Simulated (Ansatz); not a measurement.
# InSe: the cost of one run

Computed with Ansatz 0.2.0 (DFT LDA, scalar-relativistic, plane waves, PAW, and further levels as typed in the inputs, unless a step's input says otherwise).

**1. Starting point**

It takes space group P3m1 (No. 156, trigonal). The conventional cell has a = 4.000 Å, b = 4.000 Å, c = 48.340 Å, α = 90.00°, β = 90.00°, γ = 120.00°. Se (site symmetry 3m) is surrounded by 3 In at 2.65 Å. Around In (site symmetry 3m) lie 3 Se at 2.65 Å and 1 In at 2.79 Å. Only part of the 16 independent sites is listed.

Coordinates:

```cif
data_structure
_symmetry_space_group_name_H-M 'P 1'
_symmetry_Int_Tables_number 1
_cell_length_a 4.0000
_cell_length_b 4.0000
_cell_length_c 48.3400
_cell_angle_alpha 90.000
_cell_angle_beta 90.000
_cell_angle_gamma 120.000
_cell_volume 669.82
loop_
_atom_site_label
_atom_site_type_symbol
_atom_site_fract_x
_atom_site_fract_y
_atom_site_fract_z
_atom_site_occupancy
Se1 Se 0.33333 0.66667 0.18618 1
In1 In 0.00000 0.00000 0.21297 1
In2 In 0.00000 0.00000 0.27069 1
Se2 Se 0.33333 0.66667 0.29748 1
Se3 Se 0.00000 0.00000 0.35830 1
In3 In 0.66667 0.33333 0.38508 1
In4 In 0.66667 0.33333 0.44280 1
Se4 Se 0.00000 0.00000 0.46959 1
Se5 Se 0.66667 0.33333 0.53041 1
In5 In 0.33333 0.66667 0.55720 1
In6 In 0.33333 0.66667 0.61492 1
Se6 Se 0.66667 0.33333 0.64170 1
Se7 Se 0.33333 0.66667 0.70252 1
In7 In 0.00000 0.00000 0.72931 1
In8 In 0.00000 0.00000 0.78703 1
Se8 Se 0.33333 0.66667 0.81382 1
```

**2. Relaxing the atoms: In8Se8 sheet, no spin**

input.yaml

```yaml
crystal:
  lattice:
    - [4.0, 0.0, 0.0]
    - [-2.0, 3.4641016151, 0.0]
    - [0.0, 0.0, 48.34]
  atoms:
    - { symbol: Se, position: [0.3333333333, 0.6666666667, 0.1861812164] }
    - { symbol: In, position: [0.0, 0.0, 0.2129706247] }
    - { symbol: In, position: [0.0, 0.0, 0.2706868018] }
    - { symbol: Se, position: [0.3333333333, 0.6666666667, 0.2974762102] }
    - { symbol: Se, position: [0.0, 0.0, 0.3582954075] }
    - { symbol: In, position: [0.6666666667, 0.3333333333, 0.3850848159] }
    - { symbol: In, position: [0.6666666667, 0.3333333333, 0.442800993] }
    - { symbol: Se, position: [0.0, 0.0, 0.4695904013] }
    - { symbol: Se, position: [0.6666666667, 0.3333333333, 0.5304095987] }
    - { symbol: In, position: [0.3333333333, 0.6666666667, 0.557199007] }
    - { symbol: In, position: [0.3333333333, 0.6666666667, 0.6149151841] }
    - { symbol: Se, position: [0.6666666667, 0.3333333333, 0.6417045925] }
    - { symbol: Se, position: [0.3333333333, 0.6666666667, 0.7025237898] }
    - { symbol: In, position: [0.0, 0.0, 0.7293131982] }
    - { symbol: In, position: [0.0, 0.0, 0.7870293753] }
    - { symbol: Se, position: [0.3333333333, 0.6666666667, 0.8138187836] }
  periodic: [true, true, false]
scf:
  occupations: { method: gaussian, width: 0.02 }
  n_extra_bands: 6
output:
  forces: true
  stress: false
  write_density: true
  write_potential: true
  elf: true
  volumetric_format: npy
kpoints:
  mp_grid: { grid: [10, 10, 1] }
hamiltonian:
  xc: lda
relax:
  f_tol: 0.004
  max_steps: 100
```

On the command line:

```bash
> ansatz run input.yaml --threads 8 --pin off --max-ram 24576MiB --backend cpu --events-out ev --progress --plain --runs-dir out
```

What time and memory should one allow on 8 threads of Intel Xeon Platinum 8259CL at 2.50GHz (Skylake/Cascade Lake), shared host?

About 5.1 min, with a peak of 5.9 GiB.
